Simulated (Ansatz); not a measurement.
# SmHf3As: the cost of one run

Method: DFT PBE, scalar-relativistic, plane waves, PAW; 4f electrons in the core of a trivalent norm-conserving potential, in Ansatz 0.2.0.

## 1. Starting point

It takes space group P4/mmm (No. 123, tetragonal). The conventional cell has a = 3.954 Å, b = 3.954 Å, c = 6.995 Å, α = 90.00°, β = 90.00°, γ = 90.00°. Sm (site symmetry 4/mmm) is surrounded by 4 As at 2.80 Å. Hf (site symmetry 4mm) has 1 Hf at 2.25 Å and 1 As at 2.37 Å as nearest neighbours. Hf (site symmetry 4/mmm) is surrounded by 8 Hf at 3.01 Å. Around As (site symmetry 4/mmm) lie 2 Hf at 2.37 Å and 4 Sm at 2.80 Å.

As a file:

```xyz
5
Lattice="3.9543 0.0000 0.0000 0.0000 3.9543 0.0000 0.0000 0.0000 6.9950" Properties=species:S:1:pos:R:3 pbc="T T T"
Sm    1.9771    1.9771    0.0000
Hf    0.0000    0.0000    4.6248
Hf    0.0000    0.0000    2.3702
Hf    1.9771    1.9771    3.4975
As    0.0000    0.0000    0.0000
```

The cell is invented: random cell by space group and Wyckoff sites (P4/mmm, No. 123). The dimensions are guesses.

## 2. Probe: one point on a coarse mesh

Contents of input.yaml:

```yaml
crystal:
  lattice:
    - [3.95428916, 0.0, 0.0]
    - [0.0, 3.95428916, 0.0]
    - [0.0, 0.0, 6.99499786]
  atoms:
    - { symbol: Sm, position: [0.5, 0.5, 0.0] }
    - { symbol: Hf, position: [0.0, 0.0, 0.66116267] }
    - { symbol: Hf, position: [0.0, 0.0, 0.33883733] }
    - { symbol: Hf, position: [0.5, 0.5, 0.5] }
    - { symbol: As, position: [0.0, 0.0, 0.0] }
basis:
  ecutwfc: 690
kpoints:
  mp_grid: { grid: [4, 4, 4] }
hamiltonian:
  xc: pbe
  pseudopotentials:
    kind: paw
    azcp: { Sm: "pseudopotentials/pbe/nc/lanthanide_3plus/Sm.nc.azcp" }
scf:
  occupations: { method: gaussian, width: 0.1 }
  lower_state_search: "off"
output:
  forces: true
  stress: true
  eigenvalues: true
```

Started as:

```console
$ ansatz run input.yaml --threads 1 --pin off --max-ram 2560MiB --backend cpu --events-out ev --progress --plain --runs-dir out
```

**Question.** How long does this run take on 1 thread of Arm Neoverse V2, shared host, and how much memory does it need?

About 16 s, with a peak of 0.52 GiB.
